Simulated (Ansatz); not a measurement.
# C₂H₉GaO₂Si: a ladder of functionals and wavefunction methods

The task here is to estimate one member of a computed series from the others.

Computed with Ansatz 0.2.0, Gaussian basis. Level: functionals in def2-TZVPP, the program's frozen cores in correlated methods.

Plan: LDA (SPW92), PBE-D4, revPBE-D4, BLYP-D4, r2SCAN-D4, B97M-V, PBE0-D4, B3LYP-D4, r2SCANh-D4, r2SCAN0-D4, HSE06-D4, BHLYP-D4, CAM-B3LYP-D4, LC-ωPBE, ωB97X-V, ωB97M-V, B2PLYP, PBE-QIDH; CCSD(T)/def2-SVP; CCSD(T)/def2-TZVPP; MP2/def2-QZVPP; extrapolation to the limit; RPA on PBE.

## The geometry

The geometry comes from an earlier relaxation with PBE0-D4 in a triple-zeta def2 set; it is a stationary point, not always the lowest conformer.

SMILES `C[O][Ga]([OH])[CH2][SiH3]`, 15 atoms, charge 0, spin multiplicity 1.

Atoms are counted from 1 here; the program's logs count them from 0.

Bond lengths: C1–O2 1.402 Å, C1–H7 1.099 Å, C1–H8 1.098 Å, C1–H9 1.094 Å, O2–Ga3 1.787 Å, Ga3–O4 1.787 Å, Ga3–C5 1.940 Å, O4–H10 0.959 Å, C5–Si6 1.870 Å, C5–H11 1.093 Å, C5–H12 1.093 Å, Si6–H13 1.488 Å, Si6–H14 1.488 Å, Si6–H15 1.488 Å. Angles: O2–C1–H7 112.8°, O2–C1–H8 112.3°, O2–C1–H9 108.8°, H7–C1–H8 107.9°, H7–C1–H9 107.3°, H8–C1–H9 107.5°, C1–O2–Ga3 123.3°, O2–Ga3–O4 117.2°, O2–Ga3–C5 120.7°, O4–Ga3–C5 122.0°, Ga3–O4–H10 114.4°, Ga3–C5–Si6 114.0°, Ga3–C5–H11 108.0°, Ga3–C5–H12 107.8°, Si6–C5–H11 109.2°, Si6–C5–H12 109.2°, H11–C5–H12 108.5°, C5–Si6–H13 110.2° and more.

Geometry (Å):

```
atom    x (Å)    y (Å)    z (Å)
  C1   0.3837  -2.8638   0.0573
  O2   0.5211  -1.5564   0.5453
 Ga3   0.4061  -0.1047  -0.4897
  O4   0.0986  -0.3642  -2.2312
  C5   0.5964   1.6705   0.2681
 Si6  -1.0110   2.4238   0.8567
  H7  -0.5398  -3.0078  -0.5205
  H8   1.2288  -3.1620  -0.5776
  H9   0.3488  -3.5540   0.9055
 H10   0.0280  -1.2859  -2.4875
 H11   1.0395   2.3173  -0.4940
 H12   1.2904   1.6016   1.1102
 H13  -1.9682   2.5433  -0.2756
 H14  -1.6303   1.5638   1.9006
 H15  -0.7921   3.7784   1.4324
```

Set-up of the first run:

File in.yaml:

```yaml
crystal:
  periodic: [false, false, false]
  atoms:
    - {symbol: C, position_ang: [0.383704, -2.863774, 0.057295]}
    - {symbol: O, position_ang: [0.521122, -1.556390, 0.545288]}
    - {symbol: Ga, position_ang: [0.406103, -0.104715, -0.489711]}
    - {symbol: O, position_ang: [0.098596, -0.364168, -2.231224]}
    - {symbol: C, position_ang: [0.596357, 1.670549, 0.268118]}
    - {symbol: Si, position_ang: [-1.010964, 2.423775, 0.856682]}
    - {symbol: H, position_ang: [-0.539801, -3.007843, -0.520538]}
    - {symbol: H, position_ang: [1.228781, -3.161953, -0.577567]}
    - {symbol: H, position_ang: [0.348829, -3.554035, 0.905527]}
    - {symbol: H, position_ang: [0.028017, -1.285897, -2.487521]}
    - {symbol: H, position_ang: [1.039537, 2.317323, -0.493982]}
    - {symbol: H, position_ang: [1.290370, 1.601583, 1.110249]}
    - {symbol: H, position_ang: [-1.968225, 2.543278, -0.275599]}
    - {symbol: H, position_ang: [-1.630344, 1.563845, 1.900595]}
    - {symbol: H, position_ang: [-0.792054, 3.778411, 1.432398]}
basis:
  gaussian: {orbitals: def2-TZVPP}
hamiltonian: {xc: lda}
output: {orbitals: {seedname: orbitals}}
```

Run with:

```console
> ansatz run in.yaml --threads 2 --pin off --events-out ev --progress --plain --max-ram 22528MiB --backend cuda --devices 0, --max-vram 18GiB
```

Among the steps run: LDA; PBE-D4 (GGA); revPBE-D4 (GGA); BLYP-D4 (GGA); r2SCAN-D4 (meta-GGA); B97M-V (meta-GGA); PBE0-D4 (hybrid); B3LYP-D4 (hybrid); r2SCANh-D4 (hybrid); r2SCAN0-D4 (hybrid); HSE06-D4 (hybrid); BHLYP-D4 (hybrid); CAM-B3LYP-D4 (range-separated); LC-ωPBE (range-separated); ωB97X-V (range-separated); ωB97M-V (range-separated); B2PLYP (double hybrid); PBE-QIDH (double hybrid).

One of the session's tables, all rows but one given; the rest of the session is left out.

It belongs to the step «Frontier levels by functional». 

```
  functional  HOMO (eV)  gap (eV)
 LDA (SPW92)      -6.47      4.95
      PBE-D4      -6.31      5.04
   revPBE-D4      -6.24      5.11
     BLYP-D4      -6.22      4.99
   r2SCAN-D4      -6.63      5.73
      B97M-V      -6.75      5.55
     PBE0-D4      -7.86      7.48
    B3LYP-D4      -7.62      6.93
  r2SCANh-D4          ?         ?
  r2SCAN0-D4      -8.09      7.93
    HSE06-D4      -7.45      6.70
    BHLYP-D4      -9.38      9.77
CAM-B3LYP-D4      -9.34      9.84
     LC-ωPBE     -10.70     12.49
     ωB97X-V     -10.36     11.93
     ωB97M-V     -10.29     11.55
```

Estimate the missing values for r2SCANh-D4.

Worked estimate for «HOMO (eV)». Against the share of exact exchange, r2SCAN-D4 (0, -6.63), r2SCAN0-D4 (0.25, -8.09) give a slope of -5.84 per unit share; at 0.1 the line stands at -7.21.

The run gave: HOMO (eV): -7.21; gap (eV): 6.61. In «HOMO (eV)» the line misses by 0.00.
